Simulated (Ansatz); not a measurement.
**MnS (R-3m): equation of state**

The task here is to estimate one member of a computed series from the others.

The COD entry's cell or inner coordinates are ideal or old and differ from later refinements, so a difference from it is no clean test against experiment.

Program: Ansatz 0.2.0. Level of theory: DFT PBE+U (U_eff = 3.9 eV on Mn 3d), scalar-relativistic, plane waves, PAW. These are calculated values, not measurements.

These runs use a low cutoff (300 eV) and a coarse mesh on purpose, to show what cheap settings give: their numbers aren't properties of the material.

## The system as given

Symmetry: R-3m, No. 166, trigonal system. Conventional cell: a = 3.744 Å, b = 3.744 Å, c = 9.092 Å, α = 90.00°, β = 90.00°, γ = 120.00°. Around Mn (site symmetry -3m) lie 6 S at 2.64 Å. Around S (site symmetry -3m) lie 6 Mn at 2.64 Å.

As a file:

```
Mn S
1.0
    -2.61703   -2.61703    5.26428
    -5.26428   -2.61703    2.61703
    -2.61703   -5.26428    2.61703
Mn S
2 2
Direct
  0.00000 0.00000 0.00000
  0.50000 0.50000 0.50000
  0.25000 0.25000 0.25000
  0.75000 0.75000 0.75000
```

An earlier run at PBE+U (U_eff = 3.9 eV on Mn 3d) left this cell at 18.393 Å³/atom and 0.01 GPa (4×4×4 mesh). The large moments point both ways and cancel.

Volume factors to run: 0.980, 1.020, 0.960, 1.040.

Set-up of the first run:

input.yaml

```yaml
crystal:
  lattice:
    - [-2.5994642623, -2.5994642623, 5.228951266]
    - [-5.228951266, -2.5994642623, 2.5994642623]
    - [-2.5994642623, -5.228951266, 2.5994642623]
  atoms:
    - { symbol: Mn, position: [0.0, 0.0, 0.0], spin: 4.9 }
    - { symbol: S, position: [1.25, -0.75, -0.75] }
    - { symbol: Mn, position: [0.5, 0.5, 0.5], spin: -4.9 }
    - { symbol: S, position: [1.75, -0.25, -0.25] }
basis:
  ecutwfc: 300
  ecutrho_ratio: 4
kpoints:
  mp_grid: { grid: [4, 4, 4] }
hamiltonian:
  xc: pbe
  hubbard:
    sites:
      - { species: Mn, l: d, u_eff: 3.9, starting_ns: start.occupation_matrices }
    ns_hold: { iters: 6 }
scf:
  occupations: { method: gaussian, width: 0.05 }
  lower_state_search: "off"
output:
  forces: true
  stress: true
  eigenvalues: true
  populations: true
magnetization:
  spin_polarized: true
relax:
  f_tol: 0.01
  max_steps: 40
  cell: { stress_tol: 0.1, fix: [volume] }
```

The open shells start from the occupation matrices of the run at the neighbouring geometry (file start.occupation_matrices).

Run with:

```bash
> ansatz run input.yaml --threads 1 --pin off --max-ram 2560MiB --backend cpu --events-out ev --progress --plain --runs-dir out
```

Steps of the session up to this table: Volume × 0.980; Volume × 1.020; Scaling the volume by 0.960; Volume × 1.040.

One table of the session follows, with a row left open; its other results are not shown here.

It belongs to the step «Energy and pressure against volume». 

```
volume (Å³/atom)  energy (meV/atom)  pressure (GPa)  gap (eV)  moment of atom 1 (μB)
          17.657               6.22            3.35      2.29                   4.41
          18.025               1.71            1.59      2.27                   4.43
          18.393               0.00            0.01      2.25                   4.46
          18.761                  ?               ?         ?                      ?
          19.129               4.80           -2.71      2.21                   4.49
```

**Question.** Estimate the row for volume (Å³/atom) = 18.761.

Worked estimate for «energy (meV/atom)». A straight line through the neighbours (18.393, 0.00) and (19.129, 4.80) gives 0.00 + (4.80 − 0.00) × (18.761 − 18.393) / (19.129 − 18.393) = 2.40; a parabola fitted to 3 rows on both sides gives 1.03.

**Answer.** energy (meV/atom): 0.52; pressure (GPa): -1.42; gap (eV): 2.23; moment of atom 1 (μB): 4.47. In «energy (meV/atom)» the line misses by +1.88 and the parabola by +0.51.

Caveats from the session: Warnings in the runs' records: cutoff below recommended, stability check not made.
